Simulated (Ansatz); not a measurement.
# CHFOSi (SMILES O[Si]#CF): one structure at several levels

How do the functionals fare away from a minimum? The structure is a structure displaced at random from a GFN2-xTB minimum.

Computed with Ansatz 0.2.0, Gaussian basis. Level: single points in def2-TZVPP.

Cores are frozen in the correlated methods. B3LYP uses VWN-RPA correlation.

## Step 1: The starting structure

5 atoms, charge 0, spin multiplicity 1.

Atoms are counted from 1 here; the program's logs count them from 0.

Bond lengths: O1–Si2 1.498 Å, O1–H5 1.046 Å, Si2–C3 1.743 Å, C3–F4 1.347 Å. Angles: Si2–O1–H5 142.5°, O1–Si2–C3 152.2°, Si2–C3–F4 119.0°.

As a file:

```
O    -1.04500    1.20600   -0.25490
Si   -0.19390    0.04990    0.17350
C     1.34980   -0.72720    0.39850
F     1.38510   -1.97970    0.89420
H    -1.60530    1.57030   -1.05990
```

## Step 2: CCSD(T)/def2-TZVPP

Input file run/in.yaml:

```yaml
crystal:
  periodic: [false, false, false]
  atoms:
    - {symbol: O, position_ang: [-1.045000, 1.206000, -0.254900]}
    - {symbol: Si, position_ang: [-0.193900, 0.049900, 0.173500]}
    - {symbol: C, position_ang: [1.349800, -0.727200, 0.398500]}
    - {symbol: F, position_ang: [1.385100, -1.979700, 0.894200]}
    - {symbol: H, position_ang: [-1.605300, 1.570300, -1.059900]}
basis:
  gaussian: {orbitals: def2-TZVPP}
correlation: {method: ccsd_t}
output: {forces: true}
```

The command line of these runs was not kept.

## Step 3: PBE0-D4/def2-TZVPP

Changes to run/in.yaml since step 2:

```diff
@@ -10,3 +10,3 @@
   gaussian: {orbitals: def2-TZVPP}
-correlation: {method: ccsd_t}
-output: {forces: true}
+hamiltonian: {xc: pbe0, dispersion: d4}
+output: {forces: true, orbitals: {seedname: orbitals}}
```

## Step 4: wB97M-V/def2-TZVPP

Changes to run/in.yaml since step 3:

```diff
@@ -10,3 +10,3 @@
   gaussian: {orbitals: def2-TZVPP}
-hamiltonian: {xc: pbe0, dispersion: d4}
-output: {forces: true, orbitals: {seedname: orbitals}}
+hamiltonian: {xc: {name: wB97M-V}}
+output: {forces: true}
```

## Step 5: r2SCAN-D4/def2-TZVPP

Changes to run/in.yaml since step 4:

```diff
@@ -10,3 +10,3 @@
   gaussian: {orbitals: def2-TZVPP}
-hamiltonian: {xc: {name: wB97M-V}}
+hamiltonian: {xc: r2scan, dispersion: d4}
 output: {forces: true}
```

## Step 6: PBE-D4/def2-TZVPP

Changes to run/in.yaml since step 5:

```diff
@@ -10,3 +10,3 @@
   gaussian: {orbitals: def2-TZVPP}
-hamiltonian: {xc: r2scan, dispersion: d4}
+hamiltonian: {xc: pbe, dispersion: d4}
 output: {forces: true}
```

## Step 7: LC-wPBE/def2-TZVPP

Changes to run/in.yaml since step 6:

```diff
@@ -10,3 +10,3 @@
   gaussian: {orbitals: def2-TZVPP}
-hamiltonian: {xc: pbe, dispersion: d4}
+hamiltonian: {xc: {name: LC-wPBE}}
 output: {forces: true}
```

## Step 8: B3LYP-D4/def2-TZVPP

Changes to run/in.yaml since step 7:

```diff
@@ -10,3 +10,3 @@
   gaussian: {orbitals: def2-TZVPP}
-hamiltonian: {xc: {name: LC-wPBE}}
+hamiltonian: {xc: {name: B3LYP}, dispersion: d4}
 output: {forces: true}
```

(Steps that only read results are left out.)

What does the calculation give? Wanted: energy less free atoms, CCSD(T)/def2-TZVPP; RMS force component; RMS force error; HOMO and LUMO, PBE0-D4; T1 diagnostic.

**Answer**, as computed:

| quantity | value |
| --- | --- |
| energy less free atoms, CCSD(T)/def2-TZVPP | -16.056 eV |
| RMS force component | 2.758 to 2.898 eV/Å over the methods |
| RMS force error | PBE0-D4 0.289, wB97M-V 0.208, r2SCAN-D4 0.201, PBE-D4 0.228, LC-wPBE 0.400, B3LYP-D4 0.182 eV/Å |
| HOMO and LUMO, PBE0-D4 | -5.67 and -2.45 eV |
| T1 diagnostic | 0.023 |

What this shows: Against CCSD(T) the functionals' energies less atoms differ by -1.763 to -0.044 eV, PBE-D4 by -1.763 eV. A larger basis would deepen the CCSD(T) value, while the functionals are nearly converged already, so the order here is not reliable. On forces the order runs from B3LYP-D4 to LC-wPBE. Frozen-core CCSD(T) forces in triple zeta carry basis errors of their own, and this is one geometry, so small gaps rank nothing. The restricted Hartree–Fock reference is unstable towards an unrestricted one at one or more of these structures.
